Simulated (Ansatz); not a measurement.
# Zr2TiC3: the cost of one run

Computed with Ansatz 0.2.0 (DFT PBE, scalar-relativistic, plane waves, PAW, unless a step's input says otherwise).

### Step 1. The system as given

It takes space group I4/mmm (No. 139, tetragonal). Conventional cell: a = 3.262 Å, b = 3.262 Å, c = 13.752 Å, α = 90.00°, β = 90.00°, γ = 90.00°. Zr (site symmetry 4mm) has 6 C at 2.25 to 2.41 Å as nearest neighbours. Ti (site symmetry 4/mmm) is surrounded by 6 C at 2.22 to 2.31 Å. Around C (site symmetry 4mm) lie 1 Ti at 2.22 Å and 5 Zr at 2.31 to 2.41 Å. Around C (site symmetry 4/mmm) lie 2 Zr at 2.25 Å and 4 Ti at 2.31 Å.

Coordinates:

```cif
data_structure
_symmetry_space_group_name_H-M 'I4/mmm'
_symmetry_Int_Tables_number 139
_cell_length_a 3.2617
_cell_length_b 3.2617
_cell_length_c 13.7516
_cell_angle_alpha 90.000
_cell_angle_beta 90.000
_cell_angle_gamma 90.000
_cell_volume 146.30
loop_
_atom_site_label
_atom_site_type_symbol
_atom_site_symmetry_multiplicity
_atom_site_Wyckoff_symbol
_atom_site_fract_x
_atom_site_fract_y
_atom_site_fract_z
_atom_site_occupancy
Zr1 Zr 4 e 0.50000 0.50000 0.33654 1
Ti1 Ti 2 b 0.50000 0.50000 0.00000 1
C1 C 4 e 0.50000 0.50000 0.16124 1
C2 C 2 a 0.00000 0.00000 0.00000 1
```

The start is the relaxed end of an invented cell (made as: elements ordered on the sites of the ZrC type, Ti/Zr on Zr (I4/mmm, No. 139)), taken up again for a closer look.

### Step 2. Probe: one point on a coarse mesh

input.yaml reads:

```yaml
crystal:
  lattice:
    - [-1.6308649, 1.6308649, 6.8758146]
    - [1.6308649, -1.6308649, 6.8758146]
    - [1.6308649, 1.6308649, -6.8758146]
  atoms:
    - { symbol: Zr, position: [0.836537, 0.836537, 0.0] }
    - { symbol: Zr, position: [0.163463, 0.163463, 0.0] }
    - { symbol: Ti, position: [0.5, 0.5, 0.0] }
    - { symbol: C, position: [0.66124, 0.66124, 0.0] }
    - { symbol: C, position: [0.33876, 0.33876, 0.0] }
    - { symbol: C, position: [0.0, 0.0, 0.0] }
basis:
  ecutwfc: 420
kpoints:
  mp_grid: { grid: [8, 8, 8] }
hamiltonian:
  xc: pbe
scf:
  occupations: { method: gaussian, width: 0.1 }
  lower_state_search: "off"
output:
  forces: true
  stress: true
  eigenvalues: true
```

Launch:

```bash
ansatz run input.yaml --threads 4 --pin off --max-ram 8192MiB --backend cpu --events-out ev --progress --plain --runs-dir out
```

**Question.** How long does this run take on 4 threads of Arm Neoverse V2, shared host, and how much memory does it need?

About 1.4 s, with a peak of 0.46 GiB.
